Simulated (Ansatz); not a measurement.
# LiCr2O4: the cost of one run

Method: DFT PBEsol, scalar-relativistic, plane waves, PAW, in Ansatz 0.2.0.

## 1. Starting point

Symmetry: P-1, No. 2, triclinic system. The conventional cell has a = 2.930 Å, b = 5.145 Å, c = 5.255 Å, α = 69.88°, β = 89.99°, γ = 89.70°. Li (site symmetry -1) has 6 O at 2.16 to 2.25 Å as nearest neighbours. Around Cr (site symmetry -1) lie 6 O at 1.93 to 1.96 Å. Around Cr (site symmetry -1) lie 6 O at 2.02 to 2.04 Å. O (site symmetry 1) has 3 Cr at 1.95 to 2.02 Å and 2 Li at 2.16 to 2.18 Å as nearest neighbours. O (site symmetry 1) has 3 Cr at 1.93 to 2.04 Å and 1 Li at 2.25 Å as nearest neighbours.

Coordinates:

```xyz
7
Lattice="2.9296 0.0000 0.0000 0.0273 5.1447 0.0000 0.0007 1.8080 4.9338" Properties=species:S:1:pos:R:3 pbc="T T T"
Li    1.4785    2.5723    0.0000
Cr    0.0140    3.4763    2.4669
Cr    1.4652    0.9040    2.4669
O     0.0270    5.1223    3.5127
O     1.4621    2.6777    3.4697
O     1.4956    4.2750    1.4641
O     2.9306    1.8304    1.4211
```

The structure comes from the Materials Project (structure only).

(A quick probe on a coarse mesh, which set the mesh and smearing, is not shown.)

## 3. Reference: the cell as listed

Input file input.yaml:

```yaml
crystal:
  lattice:
    - [2.9296307816, 0.0, 0.0]
    - [0.0273075973, 5.1446892784, 0.0]
    - [0.0006921148, 1.8079608694, 4.93381335]
  atoms:
    - { symbol: Li, position: [0.5, 0.5, 0.0] }
    - { symbol: Cr, position: [0.0, 0.5, 0.5], spin: 2.09 }
    - { symbol: Cr, position: [0.5, 0.0, 0.5], spin: 2.52 }
    - { symbol: O, position: [0.002101, 0.745438, 0.711974] }
    - { symbol: O, position: [0.496349, 0.273334, 0.703256] }
    - { symbol: O, position: [0.503651, 0.726666, 0.296744] }
    - { symbol: O, position: [0.997899, 0.254562, 0.288026] }
basis:
  ecutwfc: 420
kpoints:
  mp_grid: { grid: [12, 8, 8] }
hamiltonian:
  xc: pbesol
scf:
  occupations: { method: gaussian, width: 0.1 }
output:
  forces: true
  stress: true
  eigenvalues: true
  populations: true
magnetization:
  spin_polarized: true
```

Launch:

```
ansatz run input.yaml --threads 1 --pin off --max-ram 2560MiB --backend cpu --events-out ev --progress --plain --runs-dir out
```

**Question.** How long does this run take on 1 thread of AMD EPYC 9R14 (Zen 4), shared host, and how much memory does it need?

About 2.7 min, with a peak of 2.1 GiB.
